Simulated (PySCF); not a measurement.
# C4H5BO2: the cost of one run

The runs use PySCF 2.14.0, with density-fitted response routines of our own; the level of theory stands in each step. All values are computed, except where a source is named. Atoms count from 0, in the outputs and in this text.

**1. The molecule as given**

12 atoms, charge 0, multiplicity 1; geometry from: GFN2-xTB. The atoms were then displaced at random by about 0.01 Å, so the start is not that level's minimum.

Bonds of the start (Å): C0–C1 1.33, C1–C2 1.43, C2–C3 1.39, C3–O4 1.32, O4–B5 1.37, B5–O6 1.35, O6–C2 1.39, C0–H7 1.05, C0–H8 1.10, C1–H9 1.07, C3–H10 1.06, B5–H11 1.17.

**2. Optimising the geometry at PBE0-D3(BJ)/def2-SVP**

Job settings and geometry (Å):

```
{"job": {"xc": "PBE0", "basis": "def2-SVP", "d3": "d3bj", "grid": 1, "shake": 0.01, "kind": "geom"}, "charge": 0, "multiplicity": 1}
C     -2.088970    -0.441570     0.728020
C     -1.344100     0.286220    -0.097280
C      0.078310     0.170180    -0.154870
C      1.036000     0.820710    -0.920650
O      2.249580     0.379190    -0.633190
B      2.091670    -0.552110     0.360380
O      0.781960    -0.699170     0.665220
H     -1.667740    -1.125040     1.401960
H     -3.180560    -0.296610     0.754460
H     -1.756200     1.008870    -0.775410
H      0.876580     1.566070    -1.664170
H      2.963160    -1.145010     0.870610
```

On the command line:

```bash
> OMP_NUM_THREADS=1 python probes_run.py task.json out
```

This one command runs all jobs of the session in turn.

Q: Estimate the wall time and peak memory of this first job on 1 thread of Arm Neoverse N1, shared host.

About 66 s, with a peak of 0.52 GiB.
